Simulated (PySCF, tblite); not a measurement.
# C5H7F2Se radical: geometry, infrared bands and EPR parameters

What infrared bands and EPR parameters should C5H7F2Se radical (`[CH2]C(=[Se])[C@H](C)C(F)F`) show?

Computed with tblite 0.8.0 and PySCF 2.14.0, with density-fitted response routines of our own, on a single molecule in the gas phase. Atoms count from 0, in the outputs and in this text.

## Step 1: The starting structure

15 atoms, charge 0, multiplicity 2; geometry from: force field or distance geometry start.

Bonds of the start (Å): C0–C1 1.50, C1–Se2 1.81, C1–C3 1.47, C3–C4 1.50, C3–C5 1.50, C5–F6 1.37, C5–F7 1.37, C0–H8 1.11, C0–H9 1.11, C3–H10 1.13, C4–H11 1.11, C4–H12 1.10, C4–H13 1.12, C5–H14 1.12.

## Step 2: Relaxing the molecule with GFN2-xTB

The job: settings as JSON, then the geometry in Å.

```
{"job": {"kind": "relax", "xc": "GFN2-xTB", "basis": "xTB"}, "charge": 0, "multiplicity": 2}
C      2.135200    -0.259700     0.841700
C      0.803600    -0.728800     0.329500
Se     0.477800    -2.389800    -0.321900
C     -0.419100     0.094300     0.303800
C     -1.610600    -0.644000    -0.239400
C     -0.098500     1.358700    -0.442200
F      0.910400     2.055700     0.168700
F     -1.235600     2.123600    -0.440400
H      2.575200     0.465800     0.133100
H      2.739800    -1.180500     0.949500
H     -0.708400     0.413900     1.345900
H     -2.559500    -0.102400    -0.046200
H     -1.706100    -1.622700     0.260100
H     -1.491100    -0.726100    -1.354700
H      0.182200     1.149800    -1.509400
```

Started as:

```
> OMP_NUM_THREADS=1 python probes_run.py task.json out
```

This one command runs all jobs of the session in turn.

The program printed:

```text
step      E/eV     max force
  0    -729.22792    4.867
  1    -729.75917    3.017
  2    -730.11625    3.438
  3    -730.37713    1.520
  4    -730.56328    0.940
  5    -730.60357    0.739
  6    -730.68002    0.746
  7    -730.72459    0.780
  8    -730.79461    0.699
  9    -730.84865    0.662
 10    -730.90570    0.693
 11    -730.94869    0.675
 12    -730.98707    0.595
 13    -731.02524    0.404
 14    -731.03858    0.493
 15    -731.04769    0.344
 16    -731.05310    0.170
 17    -731.05821    0.149
 18    -731.06064    0.141
 19    -731.06292    0.130
 20    -731.06445    0.093
 21    -731.06574    0.081
 22    -731.06677    0.089
 23    -731.06788    0.105
 24    -731.06927    0.120
 25    -731.07095    0.124
 26    -731.07253    0.112
 27    -731.07392    0.108
 28    -731.07533    0.115
 29    -731.07692    0.116
 30    -731.07842    0.093
 31    -731.07941    0.061
 32    -731.07998    0.051
 33    -731.08045    0.057
 34    -731.08099    0.058
 35    -731.08163    0.055
 36    -731.08242    0.069
 37    -731.08338    0.101
 38    -731.08446    0.121
 39    -731.08551    0.102
 40    -731.08651    0.073
 41    -731.08759    0.082
 42    -731.08878    0.099
 43    -731.08985    0.082
 44    -731.09056    0.058
 45    -731.09100    0.052
 46    -731.09142    0.058
 47    -731.09191    0.076
 48    -731.09238    0.064
 49    -731.09277    0.044
 50    -731.09309    0.043
 51    -731.09350    0.058
 52    -731.09405    0.074
 53    -731.09472    0.076
 54    -731.09544    0.083
 55    -731.09641    0.103
 56    -731.09801    0.118
 57    -731.10071    0.175
 58    -731.10429    0.224
 59    -731.10823    0.169
 60    -731.10993    0.275
 61    -731.11337    0.148
 62    -731.11556    0.126
 63    -731.12146    0.168
 64    -731.12523    0.251
 65    -731.13353    0.245
 66    -731.14225    0.325
 67    -731.14636    0.312
 68    -731.15770    0.213
 69    -731.16583    0.208
 70    -731.17065    0.248
 71    -731.17414    0.242
 72    -731.17811    0.183
 73    -731.18220    0.180
 74    -731.18379    0.178
 75    -731.18557    0.107
 76    -731.18761    0.098
 77    -731.18842    0.093
 78    -731.18947    0.087
 79    -731.19030    0.070
 80    -731.19114    0.065
 81    -731.19224    0.092
 82    -731.19344    0.079
 83    -731.19483    0.109
 84    -731.19635    0.099
 85    -731.19837    0.113
 86    -731.20012    0.114
 87    -731.20257    0.163
 88    -731.20520    0.155
 89    -731.20798    0.241
 90    -731.21065    0.149
 91    -731.21282    0.132
 92    -731.21475    0.081
 93    -731.21577    0.097
 94    -731.21679    0.093
 95    -731.21781    0.090
 96    -731.21918    0.081
 97    -731.22071    0.078
 98    -731.22199    0.078
 99    -731.22283    0.170
100    -731.22370    0.082
101    -731.22447    0.054
102    -731.22508    0.052
103    -731.22549    0.060
104    -731.22584    0.042
105    -731.22604    0.038
106    -731.22624    0.028
107    -731.22641    0.027
108    -731.22653    0.028
109    -731.22659    0.023
110    -731.22664    0.015
111    -731.22669    0.018
112    -731.22674    0.014
113    -731.22677    0.008
```

Run time: 1.9 s. Hardware: 1 thread of AMD EPYC, shared host.

Along the way: (not every step is listed)

```csv
step,energy from step 0 (eV),largest force (eV/Å)
0,0.0000,4.8672
1,-0.5312,3.0173
2,-0.8883,3.4376
3,-1.1492,1.5197
4,-1.3354,0.9401
5,-1.3756,0.7392
6,-1.4521,0.7460
7,-1.4967,0.7796
8,-1.5667,0.6988
18,-1.8327,0.1412
28,-1.8474,0.1148
38,-1.8565,0.1208
48,-1.8645,0.0636
58,-1.8764,0.2244
68,-1.9298,0.2127
78,-1.9615,0.0870
88,-1.9773,0.1554
98,-1.9941,0.0778
108,-1.9986,0.0284
109,-1.9987,0.0235
110,-1.9987,0.0149
111,-1.9988,0.0182
112,-1.9988,0.0142
113,-1.9988,0.0081
```

Close pairs (by a distance rule), those that changed most:

```csv
bond,before (Å),after (Å),change (Å)
C0–C1,1.502,1.332,-0.169
C1–Se2,1.814,1.898,+0.084
C4–H13,1.125,1.090,-0.035
C3–H10,1.128,1.096,-0.032
C1–C3,1.474,1.506,+0.031
C0–H9,1.107,1.077,-0.030
C0–H8,1.105,1.078,-0.028
C3–C5,1.503,1.528,+0.025
```

The next job starts from the end point, and lists it.

## Step 3: Infrared spectrum with GFN2-xTB

The job: settings as JSON, then the geometry in Å.

```
{"job": {"kind": "ir", "xc": "GFN2-xTB", "basis": "xTB"}, "charge": 0, "multiplicity": 2}
C      1.859955    -0.752367     1.065789
C      0.968585    -0.618261     0.084624
Se     1.222746    -1.542151    -1.553171
C     -0.261637     0.240755     0.209193
C     -1.542375    -0.583297     0.090429
C     -0.240865     1.323473    -0.868443
F      0.877966     2.080782    -0.764827
F     -1.283523     2.172687    -0.717869
H      1.749932    -0.236769     2.005631
H      2.727831    -1.379813     0.955143
H     -0.238073     0.749447     1.179142
H     -2.413779     0.062556     0.164010
H     -1.581692    -1.322266     0.886644
H     -1.570101    -1.102525    -0.867039
H     -0.279387     0.915736    -1.891169
```

The program printed:

```text
mode    cm-1     km/mol
  1      36.5      2.13
  2      65.2      2.28
  3     116.9      0.70
  4     172.5      0.25
  5     209.7      0.23
  6     233.1      1.57
  7     299.5      3.90
  8     378.7     12.15
  9     401.1      3.65
 10     455.0      3.95
 11     509.2      5.34
 12     545.7      0.46
 13     567.9      8.51
 14     650.2      2.22
 15     877.9     16.16
 16     879.4     17.35
 17     932.5     12.87
 18    1011.9      5.59
 19    1036.6    176.04
 20    1074.4    132.10
 21    1108.1      8.39
 22    1125.4     15.79
 23    1158.1      9.23
 24    1223.0      4.00
 25    1261.4     11.27
 26    1275.3      6.66
 27    1314.8     22.77
 28    1390.6      3.16
 29    1408.0      8.42
 30    1480.8      6.21
 31    1485.7      7.37
 32    1594.8     10.71
 33    2874.6     28.38
 34    2947.2     18.29
 35    3014.8     23.22
 36    3046.9     14.39
 37    3048.7     10.01
 38    3093.0      3.25
 39    3128.8     15.10
```

Wall time 1.3 s (1 thread of AMD EPYC, shared host).

Which atoms move in the most intense modes:

```csv
cm⁻¹,km/mol,atoms
878,16.2,"H9 20 %, H8 16 %, C0 11 %, C3 10 %"
879,17.4,"H9 35 %, H8 25 %, C0 18 %"
1037,176.0,"C5 62 %, F6 16 %, F7 14 %"
1074,132.1,"C5 44 %, F7 16 %, F6 13 %"
1315,22.8,"H10 32 %, H14 30 %, C5 17 %, C3 16 %"
2875,28.4,H14 93 %
2947,18.3,H10 92 %
3015,23.2,H13 92 %
```

## Step 4: g tensor and hyperfine couplings: B3LYP/def2-TZVP-core+pcH-1

The job, as its differences from that of step 3:

```diff
@@ -1,2 +1,2 @@
-{"job": {"kind": "ir", "xc": "GFN2-xTB", "basis": "xTB"}, "charge": 0, "multiplicity": 2}
+{"job": {"kind": "epr", "basis": "pcH-1"}, "charge": 0, "multiplicity": 2}
 C      1.859955    -0.752367     1.065789
```

With the program's defaults for keys left out, this is: UKS B3LYP, def2-TZVP-core on Se, pcH-1 on C F H, non-relativistic, mean-field spin-orbit, GIAO.

The program printed:

```text
UKS, coarse grid
  cycle   1  E = -2795.89711406  |g| = 1.53e+00
  cycle   2  E = -2795.80497093  |g| = 9.49e-01
  cycle   3  E = -2795.93505569  |g| = 5.33e-01
  cycle   4  E = -2796.01766109  |g| = 9.45e-02
  cycle   5  E = -2796.02087846  |g| = 3.67e-02
  cycle   6  E = -2796.02155894  |g| = 8.56e-03
  cycle   7  E = -2796.02159599  |g| = 3.41e-03
  cycle   8  E = -2796.02160789  |g| = 1.70e-03
  cycle   9  E = -2796.02161484  |g| = 1.17e-03
  cycle  10  E = -2796.02161814  |g| = 7.63e-04
UKS, final grid
  cycle   1  E = -2796.02155534  |g| = 7.22e-04
  cycle   2  E = -2796.02155715  |g| = 1.03e-03
  cycle   3  E = -2796.02155821  |g| = 4.27e-04
  cycle   4  E = -2796.02156083  |g| = 3.84e-04
  cycle   5  E = -2796.02156376  |g| = 2.16e-04
  cycle   6  E = -2796.02156434  |g| = 1.35e-04
  cycle   7  E = -2796.02156448  |g| = 7.23e-05
  cycle   8  E = -2796.02156451  |g| = 4.32e-05
  cycle   9  E = -2796.02156452  |g| = 1.42e-05
E = -2796.02156452 Eh   <S^2> = 0.7636 (exact 0.7500)
g shifts (ppm)      1          2          3
  rmc          -218       -218       -218
  gc            -34         55         49
  oz_so        1096      57443    1118956
  total         846      57285    1118797
hyperfine (MHz)  atom isotope    a_iso     a_fc   dipolar eigenvalues
    0   13C      24.85      24.85    -26.27    -24.86     51.12
    1   13C     -28.28     -28.28    -12.87      4.88      7.99
    2  77Se     -29.70     -29.70   -357.23   -346.10    703.34
    3   13C       1.22       1.22     -0.66      0.00      0.66
    4   13C      -5.83      -5.83     -0.90     -0.37      1.27
    5   13C      -5.92      -5.92     -0.89      0.13      0.76
    6   19F      -1.38      -1.38     -2.49      0.09      2.40
    7   19F      -0.39      -0.39     -4.02     -0.31      4.34
    8    1H     -22.11     -22.11    -12.81     -1.07     13.88
    9    1H     -20.63     -20.63     -8.72     -2.21     10.94
   10    1H      -1.70      -1.70     -1.42     -0.90      2.31
   11    1H      -1.74      -1.74     -0.91     -0.56      1.47
   12    1H       0.05       0.05     -1.47     -0.61      2.08
   13    1H       3.32       3.32     -2.61     -2.26      4.86
   14    1H       2.25       2.25     -2.41     -2.13      4.54
```

Wall time 6.7 min (1 thread of AMD EPYC, shared host); peak memory 1.4 GiB.

Principal g values 2.00317, 2.05960, 3.12112; g(iso) = 2.39463, against 2.00232 for a free electron. They are not to be trusted: the run shows a large g shift, which the driver flags as unsure.

Mean a(iso) over the nuclei that a row names, and the largest dipolar term of the row (other rows stand at the frozen geometry):

```csv
nuclei,isotope,a(iso) (MHz),"a(iso) (G, at g = 2.0023)",largest dipolar term (MHz)
Se2,77Se,-29.7,-10.6,703.3
C1,13C,-28.3,-10.1,-12.9
C0,13C,24.9,8.9,51.1
"H8, H9",1H,-21.4,-7.6,13.9
C5,13C,-5.9,-2.1,-0.9
C4,13C,-5.8,-2.1,1.3
H14,1H,2.3,0.8,4.5
H10,1H,-1.7,-0.6,2.3
F6,19F,-1.4,-0.5,-2.5
C3,13C,1.2,0.4,-0.7
"H11, H12, H13",1H,0.5,0.2,4.9
F7,19F,-0.4,-0.1,4.3
```

Mulliken spin populations:

C0 0.34; C1 -0.14; Se2 0.83; C3 0.01; C4 0.00; C5 0.00; F6 0.00; F7 0.00; H8 -0.02; H9 -0.02; H10 0.00; H11 0.00; H12 0.00; H13 0.00; H14 0.00

The fields below are evaluated on a grid from the run's orbitals.

ELF in a plane through or near 7 of the atoms.

Ten even steps from ' ' (0.00) to '@' (1.00):
```
                                                        
                                                        
                                                        
                        ..--==++==..                    
                        --##%%%%##::                    
                      ..**%%++==**..  ==--..            
              ..::::    ==##%%##++::++####--            
          ....--++++==      ::==::++##%%%%++..          
        ==####**++####======**@@##==++####--            
      ::##@@@@##..++%%++%%==..++##....----..            
      ::##@@@@##--**%%++%%==::==##::..                  
        ==####**++####======##@@##**%%@@##::            
          ..::--++**==..  ..++++::**@@@@@@**            
              ..::::..  ..%%@@@@%%**%%@@%%--            
                        ==@@@@@@@@==::--::              
                        ==@@@@@@%%::                    
                          ++####==                      
                                                        
                                                        
                                                        
```
The map spans 11.6 Å across and 9.9 Å up, centred on the molecule. Atoms in the plane (x, y in Å): C0 (-2.3, 0.0), C3 (0.2, 0.0), C4 (1.0, -1.3), C5 (1.0, 1.2), F6 (0.4, 2.3), H11 (2.0, -1.3), H12 (0.5, -2.2).

On the surface of density 0.002 e/bohr³ the electrostatic potential runs, from the 1st to the 99th percentile, from -0.88 V near F6 to 1.21 V near H8.

The spin density lies nearest to Se2 65 %; C0 18 %; C1 7 % (beta excess).

## Step 5: Outcome

| quantity | value |
| --- | --- |
| strongest single infrared mode (GFN2-xTB) | 1037 cm⁻¹, 176 km/mol |
| zero-point energy (GFN2-xTB) | 67.8 kcal/mol |
| g(iso) (B3LYP) | 2.39463 |
| ⟨S²⟩ | 0.764 (exact 0.75) |
| largest a(iso) (averaged by class) | 77Se on Se2, -29.7 MHz |
| surface potential, 1st and 99th percentile | -0.88 V and 1.21 V |
| property runs in this session | 1, of which 0 failed and 1 gave unsound results |

In words: The optimisation took 113 steps and gained 1.999 eV; among the close pairs (by a distance rule), C0–C1 changed most, from 1.502 to 1.332 Å. All 39 modes are real, so the xTB geometry is a minimum. The strongest single mode, at 1037 cm⁻¹, moves mainly C5. GFN2-xTB is a fitted tight-binding method: band positions and strengths are rough. Its intensities can rank the bands wrongly. The largest share of the spin, 0.83 e, sits on Se2. The isotropic g lies 392.3 ppt above the free-electron value. These values are not to be trusted: the run shows a large g shift, which the driver flags as unsure. The hyperfine terms hold no scalar relativity, which the heavier nuclei need.
